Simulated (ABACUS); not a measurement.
# Hf in ABACUS: notebook

The runs below take Hf through single point, with PBE.

Program: ABACUS 3.10.1. These are calculated values, not measurements. Logs are shortened: lines on timing, memory, paths and dates and some standing lists are left out, and cuts for length are marked.

### Step 1. The structure

The cell holds a slab with vacuum, 5 atoms: a = 3.197 Å, b = 3.197 Å, c = 25.116 Å, α = 90.00°, β = 90.00°, γ = 120.00°.

The slab is cut from a database's or a generator's crystal, which needn't be the stable form of the element.

### Step 2. Single point, PBE

File INPUT:

```
INPUT_PARAMETERS
suffix              Hf
calculation         scf
basis_type          lcao
pseudo_dir          ./
orbital_dir         ./
symmetry            1
dft_functional      pbe
ecutwfc             100
pseudo_rcut         7
nspin               1
nbands              36
ks_solver           genelpa
smearing_method     fd
smearing_sigma      0.00367493
scf_thr             1e-06
scf_nmax            100
mixing_type         broyden
mixing_beta         0.3
cal_force           1
out_mul             1
mixing_ndim         12
out_chg             1
out_pot             2
out_elf             1
```

File STRU:

```
ATOMIC_SPECIES
Hf 178.4900 Hf.upf

NUMERICAL_ORBITAL
Hf_confined-atom_8au_4s3p3d1f.orb

LATTICE_CONSTANT
1.8897261246

LATTICE_VECTORS
3.1966985242 0.0000000000 0.0000000000
-1.5983492621 2.7684221302 0.0000000000
0.0000000000 0.0000000000 25.1156000000

ATOMIC_POSITIONS
Direct

Hf
0.0
5
0.3333333333 0.6666666666 0.2986191849 1 1 1
0.6666666667 0.3333333334 0.3993095924 1 1 1
0.3333333333 0.6666666666 0.5000000000 1 1 1
0.6666666667 0.3333333334 0.6006904076 1 1 1
0.3333333333 0.6666666666 0.7013808151 1 1 1
```

File KPT:

```
K_POINTS
0
Gamma
7 7 1 0 0 0
```

Potentials or basis: PseudoDojo NC SR 0.4.1 PBE standard, TZDP LCAO (the cutoffs set its grid).

The run is started by

```console
$ OMP_NUM_THREADS=1 mpirun -np 4 abacus > log
```

running log:

```text
ABACUS v3.10.1

               Atomic-orbital Based Ab-initio Computation at UStc

 ------------------------------------------------------------------------------------

 READING GENERAL INFORMATION
                           global_out_dir = OUT.Hf/
                           global_in_card = INPUT
                               pseudo_dir = ./
                              orbital_dir = ./
                                    DSIZE = 4
                                    GSIZE = 1

 READING UNITCELL INFORMATION
                                    ntype = 1
                  lattice constant (Bohr) = 1.88973
              lattice constant (Angstrom) = 1

 READING ATOM TYPE 1
                               atom label = Hf
                      L=0, number of zeta = 4
                      L=1, number of zeta = 3
                      L=2, number of zeta = 3
                      L=3, number of zeta = 1
             number of atom for this type = 5

                        TOTAL ATOM NUMBER = 5
DIRECT COORDINATES
    atom                   x                   y                   z     mag                  vx                  vy                  vz
taud_Hf1            0.3333333333        0.6666666666        0.2986191849  0.0000        0.0000000000        0.0000000000        0.0000000000
taud_Hf2            0.6666666667        0.3333333334        0.3993095924  0.0000        0.0000000000        0.0000000000        0.0000000000
taud_Hf3            0.3333333333        0.6666666666        0.5000000000  0.0000        0.0000000000        0.0000000000        0.0000000000
taud_Hf4            0.6666666667        0.3333333334        0.6006904076  0.0000        0.0000000000        0.0000000000        0.0000000000
taud_Hf5            0.3333333333        0.6666666666        0.7013808151  0.0000        0.0000000000        0.0000000000        0.0000000000

                          Volume (Bohr^3) = 1499.94
                             Volume (A^3) = 222.268

 Lattice vectors: (Cartesian coordinate: in unit of a_0)
              +3.1967                  +0                  +0
             -1.59835            +2.76842                  +0
                   +0                  +0            +25.1156
 Reciprocal vectors: (Cartesian coordinate: in unit of 2 pi/a_0)
            +0.312823           +0.180608                  -0
                   -0           +0.361217                  -0
                   +0                  -0          +0.0398159
 The esolver type has been set to : ksdft_lcao

                PAO radial cut off (Bohr) = 7

 Read in pseudopotential file is Hf.upf
                     pseudopotential type = NC
          exchange-correlation functional = PBE
                 nonlocal core correction = 1
                        valence electrons = 12
                                     lmax = 3
                           number of zeta = 4
                     number of projectors = 8
                           L of projector = 0
                           L of projector = 0
                           L of projector = 1
                           L of projector = 1
                           L of projector = 2
                           L of projector = 2
                           L of projector = 3
                           L of projector = 3
     initial pseudo atomic orbital number = 50

 SETUP THE ELECTRONS NUMBER
            electron number of element Hf = 12
      total electron number of element Hf = 60
            AUTOSET number of electrons:  = 60
                           occupied bands = 30
                                   NLOCAL = 175
                                   NBANDS = 36
                                   NBANDS = 36
                                   NLOCAL = 175

%%%%%%%%%%%%%%%%%%%%%%%%%%%%%%%%%%%%%%%%%%%%%%%%%%%%%%%%%%%%%%%%%%%%%%%%%%%%%%%%%%%%%%%%%%%%%%%%%%%%%%%%%%
 Warning: the number of valence electrons in pseudopotential > 4 for Hf: [Xe] 4f14 5d2 6s2
 Pseudopotentials with additional electrons can yield (more) accurate outcomes, but may be less efficient.
 If you're confident that your chosen pseudopotential is appropriate, you can safely ignore this warning.
%%%%%%%%%%%%%%%%%%%%%%%%%%%%%%%%%%%%%%%%%%%%%%%%%%%%%%%%%%%%%%%%%%%%%%%%%%%%%%%%%%%%%%%%%%%%%%%%%%%%%%%%%%

 SETUP THE PLANE WAVE BASIS
 energy cutoff for charge/potential (unit:Ry) = 400
            fft grid for charge/potential = [ 40, 40, 320 ]
                        fft grid division = [ 5, 5, 4 ]
        big fft grid for charge/potential = [ 8, 8, 80 ]
                                     nbxx = 1280
                                     nrxx = 128000

 SETUP PLANE WAVES FOR CHARGE/POTENTIAL
                    number of plane waves = 202533
                         number of sticks = 1015

 PARALLEL PW FOR CHARGE/POTENTIAL
     PROC   COLUMNS(POT)             PW
        1            254          50634
        2            253          50633
        3            253          50631
        4            255          50635
[... 60 lines left out ...]
                                    nspin = 1
                   Input type of k points = Monkhorst-Pack(Gamma)
                                   nkstot = 49
                       right hand lattice = 1
(for reciprocal lattice: )
                             BRAVAIS TYPE = 4
                     BRAVAIS LATTICE NAME = 04. Hexagonal cell
                                    ibrav = 4
                       right hand lattice = 1
(for k-lattice: )
                             BRAVAIS TYPE = 4
                     BRAVAIS LATTICE NAME = 04. Hexagonal cell
                                    ibrav = 4
                       right hand lattice = 1
                        ROTATION MATRICES = 24
                               nkstot_ibz = 8
K-POINTS REDUCTION ACCORDING TO SYMMETRY
     IBZ    DIRECT_X    DIRECT_Y    DIRECT_Z  WEIGHT  ibz2bz
       1  0.00000000  0.00000000  0.00000000  0.0204       0
       2 -0.14285714  0.14285714  0.00000000  0.1224       1
       3 -0.28571429  0.28571429  0.00000000  0.1224       2
       4 -0.42857143  0.42857143  0.00000000  0.1224       3
       5 -0.14285714  0.28571429  0.00000000  0.1224       8
       6 -0.28571429  0.42857143  0.00000000  0.2449       9
       7  0.42857143  0.42857143  0.00000000  0.1224      10
       8  0.42857143  0.28571429  0.00000000  0.1224      16

                               nkstot now = 8
[... K-POINTS DIRECT COORDINATES: 8 rows ...]

           k-point number in this process = 8
       minimum distributed K point number = 8
[... stars of the k points ...]

[... K-POINTS CARTESIAN COORDINATES: 8 rows ...]

[... K-POINTS DIRECT COORDINATES: 8 rows ...]

 SETUP PLANE WAVES FOR WAVE FUNCTIONS
     energy cutoff for wavefunc (unit:Ry) = 100
              fft grid for wave functions = [ 40, 40, 320 ]
                    number of plane waves = 32793
                         number of sticks = 301

 PARALLEL PW FOR WAVE FUNCTIONS
     PROC   COLUMNS(POT)             PW
        1             75           8195
        2             75           8197
        3             75           8193
        4             76           8208
 --------------- sum -------------------
        4            301          32793

 SET NONLOCAL PSEUDOPOTENTIAL PROJECTORS
 max number of nonlocal projetors among all species is 8

 -------------------------------------------
 SELF-CONSISTENT
 -------------------------------------------

 SETUP SEARCHING RADIUS FOR PROGRAM TO SEARCH ADJACENT ATOMS
                  longest orb rcut (Bohr) = 8
   longest nonlocal projector rcut (Bohr) = 2.46
                     search radius (Bohr) = 20.9
              searching radius is (Bohr)) = 20.9
         searching radius unit is (Bohr)) = 1.89
                         PeriodicBoundary = 1
                        Radius(unit:lat0) = 11.1
                                   glayer = [ 5, 5, 2 ]
                             glayer_minus = [ 4, 4, 1 ]

Find the coordinate range of the input atom(unit:lat0).
                                  min_tau = [ -19.2, -10.2, -17.6 ]
                                  max_tau = [ 20.8, 12.9, 42.7 ]
                                BoxNumber = [ 9, 9, 3 ]

 SETUP EXTENDED REAL SPACE GRID FOR GRID INTEGRATION
                          real space grid = [ 40, 40, 320 ]
                 big cell numbers in grid = [ 8, 8, 80 ]
             meshcell numbers in big cell = [ 5, 5, 4 ]
                        extended fft grid = [ 13, 13, 14 ]
                dimension of extened grid = [ 35, 35, 109 ]
                            UnitCellTotal = 75
              Atom number in sub-FFT-grid = 2
    Local orbitals number in sub-FFT-grid = 70
                                ParaV.nnr = 208120
                                 init_chg = atomic

 LCAO ALGORITHM --------------- ION=   1  ELEC=   1--------------------------------

 Density error is 0.0770567589653
----------------------------------------------------------
     Energy           Rydberg                 eV
----------------------------------------------------------
 E_KohnSham     -563.5051195581      -7666.8804781609
 E_Harris       -476.1331664450      -6478.1240704348
 E_Fermi        0.3519759235         4.7888781189
----------------------------------------------------------
[... 201 lines left out ...]
 Density error is 3.03671709758e-07
----------------------------------------------------------
     Energy           Rydberg                 eV
----------------------------------------------------------
 E_KohnSham     -563.9773811992      -7673.3059274270
 E_KS(sigma->0) -563.9754438016      -7673.2795677800
 E_Harris       -563.9773203844      -7673.3050999999
 E_band         -91.2364578456       -1241.3356920371
 E_one_elec     -2968.1400640177     -40383.6173327251
 E_Hartree      1483.8646493300      20189.0142916600
 E_xc           -142.2669746592      -1935.6414925867
 E_Ewald        1062.5688829429      14456.9913255188
 E_entropy(-TS) -0.0038747953        -0.0527192941
 E_descf        0.0000000000         0.0000000000
 E_exx          0.0000000000         0.0000000000
 E_Fermi        0.4112895109         5.5958808753
----------------------------------------------------------

 charge density convergence is achieved
 final etot is -7673.3059274 eV
 EFERMI = 5.5958808753 eV
The vacuum level is 9.2643910987 eV

 STATE ENERGY(eV) AND OCCUPATIONS    NSPIN == 1
 1/8 kpoint (Cartesian) = 0.0000 0.0000 0.0000 (6353 pws)
       1       -56.6283      0.0408163
       2       -56.6283      0.0408163
       3       -56.2606      0.0408163
       4       -56.2299      0.0408163
       5       -56.2093      0.0408163
       6       -25.4818      0.0408163
[... 218 lines left out ...]
      35        6.67250    2.18097e-10
      36        6.84968    6.30395e-12

[... levels at 2 further k points ...]

 correction force for each atom along direction 1 is -0.00653771
 correction force for each atom along direction 2 is 0.00434185
 correction force for each atom along direction 3 is 3.70813e-13
------------------------------------------------------------------------------------------
 TOTAL-FORCE (eV/Angstrom)
------------------------------------------------------------------------------------------
                       Hf1         0.0000000000         0.0000000000         0.6259295280
                       Hf2         0.0000000000         0.0000000000        -0.8013228537
                       Hf3         0.0000000000         0.0000000000         0.0000000000
                       Hf4         0.0000000000         0.0000000000         0.8013228537
                       Hf5         0.0000000000         0.0000000000        -0.6259295280
------------------------------------------------------------------------------------------

 --------------------------------------------
 !FINAL_ETOT_IS -7673.305927427038 eV
 --------------------------------------------
```

It took 62 s on 4 MPI ranks of Intel Xeon 6975P-C (Granite Rapids), shared host; peak memory 0.68 GiB.

Results:

```yaml
Free_energy: -7673.3059 eV
Largest_force: 0.801 eV/Å
Band_gap_on_the_k_mesh: none (metal or under the smearing width)
Work_function_of_the_upper_face: 3.67 eV
Work_function_of_the_lower_face: 3.67 eV
```

Forces on the atoms (eV/Å):
```
Hf   0.000  0.000  0.626
Hf   0.000  0.000 -0.801
Hf   0.000  0.000  0.000
Hf   0.000  0.000  0.801
Hf   0.000  0.000 -0.626
```

Levels at points of the mesh, in eV from the Fermi level:
```csv
k point,band 27,band 28,band 29,band 30,band 31,band 32,band 33,band 34
"(0.00, 0.00, 0.00)",0.10,0.30,0.58,0.77,1.14,1.14,1.14,1.14
```

Caveat: the atomic orbitals were generated for these runs and aren't a published set; confined orbitals describe the vacuum poorly, which shifts work functions; the basis of atomic orbitals isn't converged, which shifts pressures, moduli and gaps. The run has no spin-orbit coupling, so splittings on Hf are missing.

(Continued in part 2 of 2.)
